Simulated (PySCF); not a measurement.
# Ge₂+: from the state search to spectroscopic constants, part 2 of 2

PySCF 2.14.0; Ge def2-TZVPPD; no relativity. Earlier steps stand in the parts before.

### Step 12. PW91 (GGA)

Log of the SCF at 2.417 Å:

```text
******** <class 'pyscf.dft.uks_symm.SymAdaptedUKS'> ********
method = SymAdaptedUKS
initial guess = minao
damping factor = 0
level_shift factor = 0
DIIS = <class 'pyscf.scf.diis.CDIIS'>
diis_start_cycle = 1
diis_space = 10
diis_damp = 0
SCF conv_tol = 1e-09
SCF conv_tol_grad = None
SCF max_cycles = 60
direct_scf = False
max_memory 4900 MB (current use 1141 MB)
number electrons alpha = 33  beta = 30
XC library pyscf.dft.libxc version 7.0.0
    S. Lehtola, C. Steigemann, M. J.T. Oliveira, and M. A.L. Marques.,  SoftwareX 7, 1–5 (2018)
XC functionals = PW91,PW91
    J. P. Perdew. In P. Ziesche and H. Eschrig, editors, Proceedings of the 75. WE-Heraeus-Seminar and 21st Annual International Symposium on Electronic Structure of Solids, 11. Berlin, 1991. Akademie Verlag.
    J. P. Perdew, J. A. Chevary, S. H. Vosko, K. A. Jackson, M. R. Pederson, D. J. Singh, and C. Fiolhais.,  Phys. Rev. B 46, 6671 (1992)
    J. P. Perdew, J. A. Chevary, S. H. Vosko, K. A. Jackson, M. R. Pederson, D. J. Singh, and C. Fiolhais.,  Phys. Rev. B 48, 4978 (1993)
    J. P. Perdew. In P. Ziesche and H. Eschrig, editors, Proceedings of the 75. WE-Heraeus-Seminar and 21st Annual International Symposium on Electronic Structure of Solids, 11. Berlin, 1991. Akademie Verlag.
    J. P. Perdew, J. A. Chevary, S. H. Vosko, K. A. Jackson, M. R. Pederson, D. J. Singh, and C. Fiolhais.,  Phys. Rev. B 46, 6671 (1992)
    J. P. Perdew, J. A. Chevary, S. H. Vosko, K. A. Jackson, M. R. Pederson, D. J. Singh, and C. Fiolhais.,  Phys. Rev. B 48, 4978 (1993)
small_rho_cutoff = 0
Set gradient conv threshold to 3.16228e-05
init E= -4153.97107703526
cycle= 1 E= -4153.97327339284  delta_E= -0.0022  |g|= 0.0884  |ddm|= 0.19
cycle= 2 E= -4153.97257073862  delta_E= 0.000703  |g|= 0.115  |ddm|= 0.0778
cycle= 3 E= -4153.97420418001  delta_E= -0.00163  |g|= 0.00181  |ddm|= 0.0478
cycle= 4 E= -4153.97420503991  delta_E= -8.6e-07  |g|= 0.000602  |ddm|= 0.0029
cycle= 5 E= -4153.97420501652  delta_E= 2.34e-08  |g|= 0.0006  |ddm|= 0.00161
cycle= 6 E= -4153.97420533245  delta_E= -3.16e-07  |g|= 0.000139  |ddm|= 0.00105
cycle= 7 E= -4153.9742053483  delta_E= -1.58e-08  |g|= 2.48e-06  |ddm|= 0.000208
cycle= 8 E= -4153.97420534831  delta_E= -7.28e-12  |g|= 2.15e-07  |ddm|= 4.37e-06
Extra cycle  E= -4153.97420534831  delta_E= -5.46e-12  |g|= 8.99e-08  |ddm|= 4.38e-07
converged SCF energy = -4153.97420534831  <S^2> = 3.7509121  2S+1 = 4.000456
```

Re = 2.442 Å, ωe = 242.4 cm⁻¹, ωexe = 0.788 cm⁻¹, αe = 0.000334 cm⁻¹, Be = 0.07649 cm⁻¹, De = 3.64 eV.

### Step 13. ωB97M-V (range-separated hybrid)

The SCF at the reference distance, 2.417 Å, printed:

```text
******** <class 'pyscf.dft.uks_symm.SymAdaptedUKS'> ********
method = SymAdaptedUKS
initial guess = minao
damping factor = 0
level_shift factor = 0
DIIS = <class 'pyscf.scf.diis.CDIIS'>
diis_start_cycle = 1
diis_space = 10
diis_damp = 0
SCF conv_tol = 1e-09
SCF conv_tol_grad = None
SCF max_cycles = 60
direct_scf = False
max_memory 4900 MB (current use 1141 MB)
number electrons alpha = 33  beta = 30
XC library pyscf.dft.libxc version 7.0.0
    S. Lehtola, C. Steigemann, M. J.T. Oliveira, and M. A.L. Marques.,  SoftwareX 7, 1–5 (2018)
XC functionals = WB97M_V
    N. Mardirossian and M. Head-Gordon.,  J. Chem. Phys. 144, 214110 (2016)
** Following is NLC and NLC Grids **
NLC functional = WB97M_V
small_rho_cutoff = 0
Set gradient conv threshold to 3.16228e-05
init E= -4153.43500928511
cycle= 1 E= -4153.43609048101  delta_E= -0.00108  |g|= 0.00885  |ddm|= 0.0673
cycle= 2 E= -4153.43613914925  delta_E= -4.87e-05  |g|= 0.00679  |ddm|= 0.0184
cycle= 3 E= -4153.43614827824  delta_E= -9.13e-06  |g|= 0.00148  |ddm|= 0.00368
cycle= 4 E= -4153.43615119483  delta_E= -2.92e-06  |g|= 0.0003  |ddm|= 0.00334
cycle= 5 E= -4153.43615141981  delta_E= -2.25e-07  |g|= 8.39e-05  |ddm|= 0.000803
cycle= 6 E= -4153.4361514337  delta_E= -1.39e-08  |g|= 3.1e-05  |ddm|= 0.000252
cycle= 7 E= -4153.4361514357  delta_E= -2e-09  |g|= 8.62e-06  |ddm|= 0.000122
cycle= 8 E= -4153.43615143578  delta_E= -8.37e-11  |g|= 5.96e-06  |ddm|= 1.92e-05
Extra cycle  E= -4153.43615143579  delta_E= -5.46e-12  |g|= 6.18e-06  |ddm|= 7.27e-06
converged SCF energy = -4153.43615143579  <S^2> = 3.7540807  2S+1 = 4.0020398
```

Re = 2.396 Å, ωe = 272.5 cm⁻¹, ωexe = 0.638 cm⁻¹, αe = 0.000281 cm⁻¹, Be = 0.07948 cm⁻¹, De = 2.96 eV.

### Step 14. UHF (mean field)

Log of the SCF at 2.417 Å:

```text
******** <class 'pyscf.scf.uhf_symm.SymAdaptedUHF'> ********
method = SymAdaptedUHF
initial guess = minao
damping factor = 0
level_shift factor = 0
DIIS = <class 'pyscf.scf.diis.CDIIS'>
diis_start_cycle = 1
diis_space = 10
diis_damp = 0
SCF conv_tol = 1e-09
SCF conv_tol_grad = None
SCF max_cycles = 60
direct_scf = False
max_memory 4900 MB (current use 1311 MB)
number electrons alpha = 33  beta = 30
Overwritten attributes  get_jk get_hcore get_occ get_k get_j  of <class 'pyscf.scf.uhf_symm.SymAdaptedUHF'>
<class 'pyscf.scf.uhf_symm.SymAdaptedUHF'> does not have attributes  refdm
Set gradient conv threshold to 3.16228e-05
init E= -4150.42158210797
cycle= 1 E= -4150.44118039405  delta_E= -0.0196  |g|= 0.118  |ddm|= 0.225
cycle= 2 E= -4150.44288303519  delta_E= -0.0017  |g|= 0.0679  |ddm|= 0.116
cycle= 3 E= -4150.44352376424  delta_E= -0.000641  |g|= 0.00881  |ddm|= 0.0289
cycle= 4 E= -4150.44358813355  delta_E= -6.44e-05  |g|= 0.00166  |ddm|= 0.0162
cycle= 5 E= -4150.44359390947  delta_E= -5.78e-06  |g|= 0.000292  |ddm|= 0.00593
cycle= 6 E= -4150.44359408311  delta_E= -1.74e-07  |g|= 8.62e-05  |ddm|= 0.000855
cycle= 7 E= -4150.4435940978  delta_E= -1.47e-08  |g|= 3.3e-05  |ddm|= 0.000232
cycle= 8 E= -4150.44359410094  delta_E= -3.14e-09  |g|= 1.16e-05  |ddm|= 0.000121
cycle= 9 E= -4150.44359410141  delta_E= -4.67e-10  |g|= 2.97e-06  |ddm|= 5.29e-05
Extra cycle  E= -4150.44359410143  delta_E= -2.64e-11  |g|= 1.9e-06  |ddm|= 4.16e-06
converged SCF energy = -4150.44359410143  <S^2> = 3.7628327  2S+1 = 4.0064112
```

Re = 2.404 Å, ωe = 279.5 cm⁻¹, ωexe = 0.611 cm⁻¹, αe = 0.000263 cm⁻¹, Be = 0.07895 cm⁻¹, De = 2.02 eV. 18 s of CPU time for 12 points, integrals apart.

### Step 15. MP2 and coupled cluster

Reference: UHF; core orbitals frozen: 18.

Output of the coupled-cluster run at 2.417 Å:

```text
******** <class 'pyscf.cc.uccsd.UCCSD'> ********
CC2 = 0
CCSD nocc = (np.int64(15), np.int64(12)), nmo = (90, 90)
frozen orbitals [[0, 1, 2, 3, 4, 5, 6, 7, 8, 9, 10, 11, 12, 13, 14, 15, 16, 17], [0, 1, 2, 3, 4, 5, 6, 7, 8, 9, 10, 11, 12, 13, 14, 15, 16, 17]]
max_cycle = 80
direct = 0
conv_tol = 1e-07
conv_tol_normt = 1e-05
diis_space = 8
diis_start_cycle = 0
diis_start_energy_diff = 1e+09
max_memory 4900 MB (current use 1531 MB)
Init t2, MP2 energy = -0.392202759305046
Init E_corr(UCCSD) = -0.392202759307516
cycle = 1  E_corr(UCCSD) = -0.381999244388261  dE = 0.0102035149  norm(t1,t2) = 0.0913406
cycle = 2  E_corr(UCCSD) = -0.396880346470859  dE = -0.0148811021  norm(t1,t2) = 0.0296905
cycle = 3  E_corr(UCCSD) = -0.396288432017233  dE = 0.000591914454  norm(t1,t2) = 0.013706
cycle = 4  E_corr(UCCSD) = -0.398272530344841  dE = -0.00198409833  norm(t1,t2) = 0.00573114
cycle = 5  E_corr(UCCSD) = -0.398177295746458  dE = 9.52345984e-05  norm(t1,t2) = 0.0014947
cycle = 6  E_corr(UCCSD) = -0.398125955789694  dE = 5.13399568e-05  norm(t1,t2) = 0.00041196
cycle = 7  E_corr(UCCSD) = -0.398143939936364  dE = -1.79841467e-05  norm(t1,t2) = 0.000163299
cycle = 8  E_corr(UCCSD) = -0.398143613903245  dE = 3.26033119e-07  norm(t1,t2) = 4.12561e-05
cycle = 9  E_corr(UCCSD) = -0.398142546216592  dE = 1.06768665e-06  norm(t1,t2) = 1.40336e-05
cycle = 10  E_corr(UCCSD) = -0.398142692461407  dE = -1.46244814e-07  norm(t1,t2) = 4.47621e-06
cycle = 11  E_corr(UCCSD) = -0.398142755779414  dE = -6.33180077e-08  norm(t1,t2) = 1.59222e-06
UCCSD converged
E(UCCSD) = -4150.841736857213  E_corr = -0.3981427557794144
UCCSD(T) correction = -0.01842752966042
```

Correlation energy (eV) along the bond:

```csv
R (Å),MP2,SCS-MP2,CCSD,CCSD(T),T1
2.079,-10.816,-9.858,n/a,n/a,n/a
2.175,-10.767,-9.807,-10.880,-11.365,0.012
2.272,-10.725,-9.759,-10.857,-11.348,0.013
2.345,-10.697,-9.724,-10.844,-11.340,0.013
2.417,-10.672,-9.690,-10.834,-11.335,0.013
2.490,-10.652,-9.658,-10.828,-11.336,0.013
2.586,-10.632,-9.618,-10.826,-11.344,0.014
2.707,-10.619,-9.576,-10.835,-11.369,0.014
2.852,-10.623,-9.539,-10.862,-11.419,0.015
3.045,-10.664,-9.513,n/a,n/a,n/a
```

UHF-MP2: Re = 2.373 Å, ωe = 286.4 cm⁻¹, ωexe = 0.784 cm⁻¹, αe = 0.000294 cm⁻¹, Be = 0.08099 cm⁻¹, De = 3.16 eV.

UHF-SCS-MP2: Re = 2.362 Å, ωe = 298.0 cm⁻¹, ωexe = 0.698 cm⁻¹, αe = 0.000269 cm⁻¹, Be = 0.08173 cm⁻¹, De = 2.83 eV.

UHF-CCSD: Re = 2.392 Å, ωe = 276.4 cm⁻¹, ωexe = 0.788 cm⁻¹, αe = 0.000302 cm⁻¹, Be = 0.07973 cm⁻¹, De = 2.95 eV.

UHF-CCSD(T): Re = 2.400 Å, ωe = 270.0 cm⁻¹, ωexe = 0.868 cm⁻¹, αe = 0.000321 cm⁻¹, Be = 0.07920 cm⁻¹, De = 3.14 eV.

### Step 16. The curves together

Energy (eV) from each level's lowest point:

```
R (Å)    UHF  UHF-MP2  UHF-SCS-MP2  UHF-CCSD  UHF-CCSD(T)    PBE  PBEsol   PW91  r²SCAN   PBE0  r²SCAN0  BHandHLYP  M06-2X  ωB97M-V
2.079  0.859    0.721        0.706       n/a          n/a  0.899   0.808  0.887   0.787  0.807    0.743      0.803   0.891    0.774
2.175  0.370    0.281        0.267     0.324        0.341  0.419   0.359  0.412   0.341  0.350    0.306      0.345   0.395    0.325
2.272  0.108    0.061        0.053     0.084        0.095  0.147   0.114  0.144   0.102  0.104    0.079      0.099   0.124    0.088
2.345  0.019    0.000        0.000     0.009        0.015  0.042   0.026  0.041   0.020  0.020    0.008      0.017   0.028    0.012
2.417  0.000    0.005        0.015     0.000        0.000  0.000   0.000  0.000   0.000  0.000    0.000      0.000   0.000    0.000
2.490  0.034    0.060        0.081     0.040        0.034  0.005   0.019  0.006   0.026  0.027    0.039      0.031   0.025    0.037
2.586  0.142    0.188        0.228     0.149        0.133  0.064   0.096  0.066   0.110  0.118    0.143      0.128   0.117    0.143
2.707  0.343    0.402        0.471     0.342        0.309  0.193   0.244  0.196   0.269  0.287    0.328      0.308   0.295    0.336
2.852  0.642    0.697        0.808     0.614        0.559  0.393   0.464  0.397   0.499  0.535    0.593      0.571   0.561    0.620
3.045  1.085    1.099        1.277       n/a          n/a  0.686   0.778  0.690   0.827  0.892    0.969      0.952   0.944    1.034
```

The whole job (state search and all levels along the bond) took 13 min on 2 threads of AMD EPYC 9R45 96-Core (shared host), peak memory 5 GiB.

### Step 17. Constants by level of theory

This closing draws on all 2 parts.

Lowest PBE0 solution found, without spin–orbit coupling: ⁴Σg⁻ (quartet), unpaired electrons σ ↑, π ↑↑. State 2 has its PBE0 minimum 0.41 eV higher, as a spin-mixed determinant (⟨S²⟩ = 1.77), so this is no gap between pure states. State 3 has its PBE0 minimum 0.41 eV higher, as a spin-mixed determinant (⟨S²⟩ = 1.76), so this is no gap between pure states. State 4 has its PBE0 minimum 0.53 eV higher. The other levels ran on the lowest alone.

```
      level  Re (Å)  ωe (cm⁻¹)  De (eV)
        UHF   2.404      279.5     2.02
    UHF-MP2   2.373      286.4     3.16
UHF-SCS-MP2   2.362      298.0     2.83
   UHF-CCSD   2.392      276.4     2.95
UHF-CCSD(T)   2.400      270.0     3.14
        PBE   2.444      242.4     3.61
     PBEsol   2.419      250.8     3.84
       PW91   2.442      242.4     3.64
     r²SCAN   2.409      256.5     3.57
       PBE0   2.408      262.5     3.35
    r²SCAN0   2.391      269.4     3.34
  BHandHLYP   2.404      267.6     2.89
     M06-2X   2.416      270.1     3.06
    ωB97M-V   2.396      272.5     2.96
```

De is counted to Ge+ + Ge in their ground configurations.

Differences from CCSD(T) in the same basis:

| level | Re (mÅ) | ωe (%) |
| --- | --- | --- |
| UHF | +4 | +3.5 |
| UHF-MP2 | -27 | +6.1 |
| UHF-SCS-MP2 | -37 | +10.4 |
| UHF-CCSD | -8 | +2.4 |
| PBE | +44 | -10.2 |
| PBEsol | +20 | -7.1 |
| PW91 | +42 | -10.2 |
| r²SCAN | +10 | -5.0 |
| PBE0 | +9 | -2.8 |
| r²SCAN0 | -9 | -0.2 |
| BHandHLYP | +4 | -0.9 |
| M06-2X | +16 | +0.1 |
| ωB97M-V | -4 | +0.9 |

Time per point (s) on 2 threads of AMD EPYC 9R45, shared host (CPU time, shared integrals of 1.3 s apart; correlated levels include their reference; CCSD comes with the CCSD(T) run); the times are rough: UHF 1.5, UHF-MP2 2.7, UHF-SCS-MP2 2.7, PBE 1.1, PBEsol 0.64, PW91 0.88, r²SCAN 1.3, PBE0 2.8, r²SCAN0 2.2, BHandHLYP 1.6, M06-2X 2.1, ωB97M-V 7.3; the reference 140.

The cheapest levels within 12 mÅ and 2.5 % of CCSD(T): BHandHLYP (1.6 s), r²SCAN0 (2.2 s). The dearest run takes 140 s.

Against CCSD(T) in the same basis, the bond length is nearest at UHF and BHandHLYP and ωB97M-V (4 mÅ off) and farthest at PBE (+44 mÅ); the wavenumber is nearest at M06-2X (+0.1 %) and farthest at UHF-SCS-MP2 (+10.4 %). Among the levels with a De in the table, it runs from 2.02 eV (UHF) to 3.84 eV (PBEsol).

Correlated steps freeze 18 core orbitals.
